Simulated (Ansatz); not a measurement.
# ClH3O2Zn: the cost of one run

Program: Ansatz 0.2.0. Level of theory: RKS r2SCAN-D4/def2-SVP. These are calculated values, not measurements.

### Step 1. The starting structure

Bond lengths: Zn1–O2 2.140 Å, O2–H3 1.010 Å, Zn1–O4 1.790 Å, O4–H5 1.010 Å, Zn1–Cl6 2.540 Å. Angles: Zn1–O2–H3 109.5°, O2–Zn1–O4 180.0°, O2–Zn1–Cl6 71.6°, O4–Zn1–Cl6 108.4°, Zn1–O4–H5 109.5°.

As a file:

```xyz
7

Zn    0.0000    0.0000    0.0000
O     0.0000    0.0000    2.1400
H    -0.9095   -0.2814    2.4771
O     0.0000    0.0000   -1.7900
H     0.2547   -0.9174   -2.1271
Cl    2.3226   -0.6446    0.8009
H     1.2222   -0.3392    1.9489
```

### Step 2. A restrained relaxation towards end A

Springs on the bonds that form and break draw the guess towards this end; the thresholds are loose.

File input.yaml:

```yaml
crystal:
  periodic: [false, false, false]
  atoms:
    - { symbol: Zn, position_ang: [0.0, 0.0, 0.0] }
    - { symbol: O, position_ang: [0.0, 0.0, 2.14] }
    - { symbol: H, position_ang: [-0.9095, -0.2814, 2.4771] }
    - { symbol: O, position_ang: [0.0, 0.0, -1.79] }
    - { symbol: H, position_ang: [0.2547, -0.9174, -2.1271] }
    - { symbol: Cl, position_ang: [2.3226, -0.6446, 0.8009] }
    - { symbol: H, position_ang: [1.2222, -0.3392, 1.9489] }
basis:
  gaussian: { orbitals: def2-SVP }
hamiltonian:
  xc: r2scan
  dispersion: d4
relax:
  f_tol: 0.15
  max_steps: 25
  restrain:
    - { distance: [0, 5], at: 3.44, k: 30.0 }
    - { distance: [6, 1], at: 2.21, k: 30.0 }
    - { distance: [0, 1], at: 1.79, k: 30.0 }
    - { distance: [6, 5], at: 1.37, k: 30.0 }
```

Launch:

```bash
ansatz run input.yaml --threads 2 --pin off --max-ram 3072MiB --backend cpu --events-out ev --progress --plain --runs-dir out
```

Q: Estimate wall time and peak memory on 2 threads of Arm Neoverse V2, shared host.

About 30 s, with a peak of 0.15 GiB.
